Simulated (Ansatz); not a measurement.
**CH6ClInSi (SMILES [CH3][In]([SiH3])[Cl]): levels of theory compared**

Aim: a comparison of 6 runs (HF/STO-3G, HF/def2-SVP, PBE/STO-3G, PBE0/STO-3G, CAM-B3LYP/def2-SVPD, CCSD(T)/def2-SVP) of CH6ClInSi. 

The results are computed with Ansatz 0.2.0.

7 further runs of the same task are left out: 3 for a known fault of the program, 2 that didn't finish, 2 set aside as unsound or not needed.

### 1 The system as given

CH6ClInSi: 10 atoms, total charge 0, spin state singlet. As SMILES, `[CH3][In]([SiH3])[Cl]`. The coordinates come from a PBE0-D4/def2-TZVP relaxation.

Bond lengths: C1–In2 2.141 Å, In2–Si3 2.565 Å, In2–Cl4 2.365 Å, C1–H5 1.091 Å, C1–H6 1.091 Å, C1–H7 1.089 Å, Si3–H8 1.484 Å, Si3–H9 1.489 Å, Si3–H10 1.489 Å. Some angles: C1–In2–Si3 137.7°, C1–In2–Cl4 110.5°, Si3–In2–Cl4 111.8°, In2–C1–H5 110.2°, In2–C1–H6 110.0°, In2–C1–H7 109.0°, In2–Si3–H8 111.0°, In2–Si3–H9 109.7°, In2–Si3–H10 109.9°, H5–C1–H6 108.4°.

### 2 Energy and forces at HF/STO-3G (run 1)

File job.yaml:

```yaml
crystal:
  periodic: [false, false, false]
  atoms:
    - {symbol: C, position_ang: [-0.949700, 1.813700, -0.793500]}
    - {symbol: In, position_ang: [-0.434700, -0.206900, -0.307800]}
    - {symbol: Si, position_ang: [1.361300, -1.433300, 1.052000]}
    - {symbol: Cl, position_ang: [-1.957200, -1.714200, -1.309800]}
    - {symbol: H, position_ang: [-0.111400, 2.307700, -1.287300]}
    - {symbol: H, position_ang: [-1.187700, 2.367500, 0.116300]}
    - {symbol: H, position_ang: [-1.814900, 1.809300, -1.455300]}
    - {symbol: H, position_ang: [1.201100, -2.904800, 0.939400]}
    - {symbol: H, position_ang: [1.261700, -1.039600, 2.484400]}
    - {symbol: H, position_ang: [2.714800, -1.050500, 0.564600]}
basis:
  gaussian:
    orbitals: STO-3G
hamiltonian:
  xc: hf
accuracy: high
output:
  forces: true
  orbitals: {seedname: orbitals}
```

Command:

```console
ansatz run job.yaml --threads 1 --pin off --max-ram 2610MiB --events-out events.jsonl --progress --plain --runs-dir runs
```

Log:

```text
Warning: RAYON_NUM_THREADS=1 ignored (pool sized by the plan → 1); use --threads N
Functional definition: HF
  name "HF"
  exchange = exact_x
  correlation = 0
1106 factors; integrals over basis functions are off by at most 4.1e-9 eV
mean field evaluation 1: about -175895.0719 eV, gradient 1.5e1 eV
mean field evaluation 2: about -175895.1511 eV, gradient 1.5e1 eV
mean field evaluation 4: about -175896.6116 eV, gradient 7.5e-1 eV
mean field evaluation 8: about -175896.6120 eV, gradient 8.1e-6 eV
mean field -175896.61200073 eV, -6464.0812640211 hartree, gradient 2.3e-8 eV, S^2 0.000000; 0 other end points of the search recorded, 0 dependent functions left out
the calculation of the forces begins
reference -175896.61200073 eV, -6464.0812640211 hartree; 46, 46 occupied and 10, 10 virtual orbitals, 1106 factors
Total energy: -175896.61200073 eV, -6464.0812640211 hartree
Atom 0 at    -0.949700     1.813700    -0.793500 Å, force     0.456242    -1.162097     0.409246 eV/Å
Atom 1 at    -0.434700    -0.206900    -0.307800 Å, force    -0.450477    -0.253558    -0.309804 eV/Å
Atom 2 at     1.361300    -1.433300     1.052000 Å, force     0.513440    -0.034827     0.393528 eV/Å
Atom 3 at    -1.957200    -1.714200    -1.309800 Å, force     0.591551     0.610924     0.388546 eV/Å
Atom 4 at    -0.111400     2.307700    -1.287300 Å, force    -0.503088     0.028671     0.123295 eV/Å
Atom 5 at    -1.187700     2.367500     0.116300 Å, force    -0.005972    -0.001359    -0.520566 eV/Å
Atom 6 at    -1.814900     1.809300    -1.455300 Å, force     0.319242     0.359618     0.223437 eV/Å
Atom 7 at     1.201100    -2.904800     0.939400 Å, force     0.310329     1.598303     0.222941 eV/Å
Atom 8 at     1.261700    -1.039600     2.484400 Å, force     0.230396    -0.579309    -1.583755 eV/Å
Atom 9 at     2.714800    -1.050500     0.564600 Å, force    -1.461661    -0.566367     0.653133 eV/Å
Dipole moment:     0.536378     0.481889     0.354763 e Å
```

Run time: 3.9 s. Hardware: 1 thread of Arm Neoverse V1, shared host; peak memory 0.16 GiB.

### 3 Energy and gradient at HF/def2-SVP (core potential) (run 2)

File run.yaml:

```yaml
crystal:
  periodic: [false, false, false]
  atoms:
    - symbol: C
      position_ang: [-0.949700, 1.813700, -0.793500]
    - symbol: In
      position_ang: [-0.434700, -0.206900, -0.307800]
    - symbol: Si
      position_ang: [1.361300, -1.433300, 1.052000]
    - symbol: Cl
      position_ang: [-1.957200, -1.714200, -1.309800]
    - symbol: H
      position_ang: [-0.111400, 2.307700, -1.287300]
    - symbol: H
      position_ang: [-1.187700, 2.367500, 0.116300]
    - symbol: H
      position_ang: [-1.814900, 1.809300, -1.455300]
    - symbol: H
      position_ang: [1.201100, -2.904800, 0.939400]
    - symbol: H
      position_ang: [1.261700, -1.039600, 2.484400]
    - symbol: H
      position_ang: [2.714800, -1.050500, 0.564600]
basis:
  gaussian:
    orbitals: def2-SVP
hamiltonian:
  xc: hf
accuracy: high
output:
  forces: true
  orbitals: {seedname: orbitals}
```

Command:

```console
ansatz run run.yaml --threads 1 --pin off --max-ram 2610MiB --events-out events.jsonl --progress --plain --runs-dir runs
```

Log:

```text
Warning: RAYON_NUM_THREADS=1 ignored (pool sized by the plan → 1); use --threads N
Functional definition: HF
  name "HF"
  exchange = exact_x
  correlation = 0
2450 factors; integrals over basis functions are off by at most 1.9e-8 eV
mean field evaluation 1: about -26631.4604 eV, gradient 2.7e1 eV
mean field evaluation 2: about -26631.5372 eV, gradient 2.7e1 eV
mean field evaluation 4: about -26634.1270 eV, gradient 2.5e0 eV
mean field evaluation 8: about -26634.1662 eV, gradient 1.5e-1 eV
mean field evaluation 16: about -26634.1664 eV, gradient 1.4e-8 eV
mean field -26634.16638904 eV, -978.7875615110 hartree, gradient 1.4e-8 eV, S^2 0.000000; 0 other end points of the search recorded, 0 dependent functions left out
the calculation of the forces begins
reference -26634.16638904 eV, -978.7875615110 hartree; 32, 32 occupied and 74, 74 virtual orbitals, 2450 factors
Total energy: -26634.16638904 eV, -978.7875615110 hartree
Atom 0 at    -0.949700     1.813700    -0.793500 Å, force    -0.002623     0.273398    -0.015441 eV/Å
Atom 1 at    -0.434700    -0.206900    -0.307800 Å, force     0.036348    -0.017502     0.024053 eV/Å
Atom 2 at     1.361300    -1.433300     1.052000 Å, force     0.351819    -0.140965     0.264423 eV/Å
Atom 3 at    -1.957200    -1.714200    -1.309800 Å, force    -0.326429    -0.314251    -0.213806 eV/Å
Atom 4 at    -0.111400     2.307700    -1.287300 Å, force    -0.041540     0.069139    -0.019153 eV/Å
Atom 5 at    -1.187700     2.367500     0.116300 Å, force    -0.025295     0.065457    -0.039028 eV/Å
Atom 6 at    -1.814900     1.809300    -1.455300 Å, force     0.004977     0.076062    -0.000756 eV/Å
Atom 7 at     1.201100    -2.904800     0.939400 Å, force     0.015801     0.077716     0.010792 eV/Å
Atom 8 at     1.261700    -1.039600     2.484400 Å, force     0.026807    -0.044854    -0.051909 eV/Å
Atom 9 at     2.714800    -1.050500     0.564600 Å, force    -0.039866    -0.044198     0.040825 eV/Å
Dipole moment:     0.416756     0.508934     0.268161 e Å
```

It took 11 s on 1 thread of Arm Neoverse V1, shared host; peak memory 0.37 GiB.

### 4 Energy and forces at PBE/STO-3G (run 3)

File molecule.yaml:

```yaml
crystal:
  periodic: [false, false, false]
  atoms:
    - symbol: C
      position_ang: [-0.949700, 1.813700, -0.793500]
    - symbol: In
      position_ang: [-0.434700, -0.206900, -0.307800]
    - symbol: Si
      position_ang: [1.361300, -1.433300, 1.052000]
    - symbol: Cl
      position_ang: [-1.957200, -1.714200, -1.309800]
    - symbol: H
      position_ang: [-0.111400, 2.307700, -1.287300]
    - symbol: H
      position_ang: [-1.187700, 2.367500, 0.116300]
    - symbol: H
      position_ang: [-1.814900, 1.809300, -1.455300]
    - symbol: H
      position_ang: [1.201100, -2.904800, 0.939400]
    - symbol: H
      position_ang: [1.261700, -1.039600, 2.484400]
    - symbol: H
      position_ang: [2.714800, -1.050500, 0.564600]
basis:
  gaussian:
    orbitals: STO-3G
accuracy: high
output: {forces: true, orbitals: {seedname: orbitals}}
hamiltonian:
  xc: pbe
```

Command:

```console
ansatz run molecule.yaml --threads 1 --pin off --max-ram 2610MiB --events-out events.jsonl --progress --plain --runs-dir runs
```

Log:

```text
Warning: RAYON_NUM_THREADS=1 ignored (pool sized by the plan → 1); use --threads N
Functional definition: PBE
  name "PBE"
  parameter kappa = 0.804
  parameter beta = 0.06672455060314922
  exchange = pbe_x(kappa = kappa, mu = beta*pi^2/3)
  correlation = pbe_c(beta = beta)
1106 factors; integrals over basis functions are off by at most 4.1e-9 eV
mean field evaluation 1: about -175958.3752 eV, gradient 3.0e1 eV
mean field evaluation 2: about -175951.5517 eV, gradient 5.0e1 eV
mean field evaluation 4: about -175962.3124 eV, gradient 3.1e0 eV
mean field evaluation 8: about -175962.2432 eV, gradient 3.4e-2 eV
mean field evaluation 16: about -175962.2432 eV, gradient 7.3e-7 eV
mean field -175962.24318602 eV, -6466.4931655939 hartree, gradient 4.5e-8 eV, S^2 0.000000; 0 other end points of the search recorded, 0 dependent functions left out
the calculation of the forces begins
reference -175962.24318881 eV, -6466.4931656966 hartree; 46, 46 occupied and 10, 10 virtual orbitals, 1106 factors
Total energy: -175962.24318881 eV, -6466.4931656966 hartree
Atom 0 at    -0.949700     1.813700    -0.793500 Å, force     0.637820    -2.597447     0.611746 eV/Å
Atom 1 at    -0.434700    -0.206900    -0.307800 Å, force    -0.158289     0.457213    -0.137445 eV/Å
Atom 2 at     1.361300    -1.433300     1.052000 Å, force    -0.597136     0.458761    -0.444006 eV/Å
Atom 3 at    -1.957200    -1.714200    -1.309800 Å, force     0.670965     0.668281     0.441773 eV/Å
Atom 4 at    -0.111400     2.307700    -1.287300 Å, force     0.239805     0.326850    -0.241516 eV/Å
Atom 5 at    -1.187700     2.367500     0.116300 Å, force    -0.154839     0.348417     0.275120 eV/Å
Atom 6 at    -1.814900     1.809300    -1.455300 Å, force    -0.387106     0.279346    -0.311164 eV/Å
Atom 7 at     1.201100    -2.904800     0.939400 Å, force     0.209557     0.622588     0.154000 eV/Å
Atom 8 at     1.261700    -1.039600     2.484400 Å, force     0.136125    -0.285253    -0.658491 eV/Å
Atom 9 at     2.714800    -1.050500     0.564600 Å, force    -0.596903    -0.278756     0.309982 eV/Å
Dipole moment:     0.416819     0.403424     0.274992 e Å
```

Wall time 8.4 s (1 thread of Arm Neoverse V1, shared host); peak memory 0.16 GiB.

Runs 4 to 5 aren't shown in full; the table further down has their settings and results.

### 5 Energy and forces at CCSD(T)/def2-SVP (core potential) (run 6)

File run.yaml:

```yaml
crystal:
  periodic: [false, false, false]
  atoms:
    - {symbol: C, position_ang: [-0.949700, 1.813700, -0.793500]}
    - {symbol: In, position_ang: [-0.434700, -0.206900, -0.307800]}
    - {symbol: Si, position_ang: [1.361300, -1.433300, 1.052000]}
    - {symbol: Cl, position_ang: [-1.957200, -1.714200, -1.309800]}
    - {symbol: H, position_ang: [-0.111400, 2.307700, -1.287300]}
    - {symbol: H, position_ang: [-1.187700, 2.367500, 0.116300]}
    - {symbol: H, position_ang: [-1.814900, 1.809300, -1.455300]}
    - {symbol: H, position_ang: [1.201100, -2.904800, 0.939400]}
    - {symbol: H, position_ang: [1.261700, -1.039600, 2.484400]}
    - {symbol: H, position_ang: [2.714800, -1.050500, 0.564600]}
basis:
  gaussian: {orbitals: def2-SVP}
accuracy: high
output: {forces: true, orbitals: {seedname: orbitals}}
correlation: {method: ccsd_t, frozen_orbitals: {C: 1, Cl: 5, H: 0, In: 4, Si: 5}}
scf: {omitted_lower_state_checks: [cluster_reference, increment]}
```

Command:

```console
ansatz run run.yaml --threads 1 --pin off --max-ram 2610MiB --events-out events.jsonl --progress --plain --runs-dir runs
```

Log:

```text
Warning: RAYON_NUM_THREADS=1 ignored (pool sized by the plan → 1); use --threads N
[... 12 lines left out ...]
15 core orbitals not correlated: weight in the atoms' cores, before any rotation towards them, 1.000 or more for the frozen orbitals, at most 0.000 for the correlated occupied ones
[... 24 lines left out ...]
Total energy: -26648.81428593 eV, -979.3258617929 hartree
[... 10 lines left out ...]
Dipole moment:     0.337505     0.452550     0.215166 e Å
Checks for a lower state left out: cluster_reference, increment
```

Wall time 4.8 min (1 thread of Arm Neoverse V1, shared host); peak memory 1.3 GiB.

### 6 Overview of the runs

| run | level | core potential | frozen core orbitals | energy (Eh) | dipole moment (D) | HOMO energy (eV) | LUMO energy (eV) | wall time |
| --- | --- | --- | --- | --- | --- | --- | --- | --- |
| 1 | HF/STO-3G | none | – | -6464.081264 | 3.86 | -7.71 | 5.01 | 3.9 s |
| 2 | HF/def2-SVP (core potential) | def2-SVP | – | -978.787562 | 3.41 | -9.84 | 0.87 | 11 s |
| 3 | PBE/STO-3G | none | – | -6466.493166 | 3.08 | -3.31 | 0.50 | 8.4 s |
| 4 | PBE0/STO-3G | none | – | -6466.956731 | 3.40 | -4.85 | 1.39 | 9 s |
| 5 | CAM-B3LYP/def2-SVPD (core potential) | def2-SVPD | – | -981.296883 | 3.54 | -8.69 | -0.99 | 46 s |
| 6 | CCSD(T)/def2-SVP (core potential) | def2-SVP | 15 | -979.325862 | 2.90 | -9.84 | 0.87 | 4.8 min |

### 7 What came out

| quantity | value |
| --- | --- |
| run 6: total energy | -979.32586 Eh |
| run 6: dipole moment (correlated density) | 2.90 D |
| run 6: HOMO energy (Hartree–Fock orbitals) | -9.84 eV |
| run 6: LUMO energy (Hartree–Fock orbitals) | 0.87 eV |
| run 6: HOMO–LUMO gap (Hartree–Fock orbitals) | 10.71 eV |
| run 6: correlation energy (15 core orbitals frozen) | -538.3 mEh |
| run 6: (T) correction | -14.14 mEh |
| run 6: T1 diagnostic | 0.011 |
| run 6: largest force on an atom | 0.396 eV/Å |

What this shows: The dipole moment (its size) runs from 2.90 D (CCSD(T)/def2-SVP) to 3.86 D (HF/STO-3G). The two ends differ in method and basis and core potential. Over runs 1, 2, 3, 4, 5 the HOMO–LUMO gap runs from 3.81 eV (PBE/STO-3G) to 12.72 eV (HF/STO-3G). Exact exchange widens orbital gaps. Totals of different functionals can't be ranked against each other. Some runs of one species differ in core potentials or relativity; totals across that change don't compare. In runs 1, 3, 4 the basis is minimal, so the values are rough. In runs 1, 3, 4 relativity is left out where basis or elements ask for it. All runs together took 6.1 min, the longest 4.8 min.
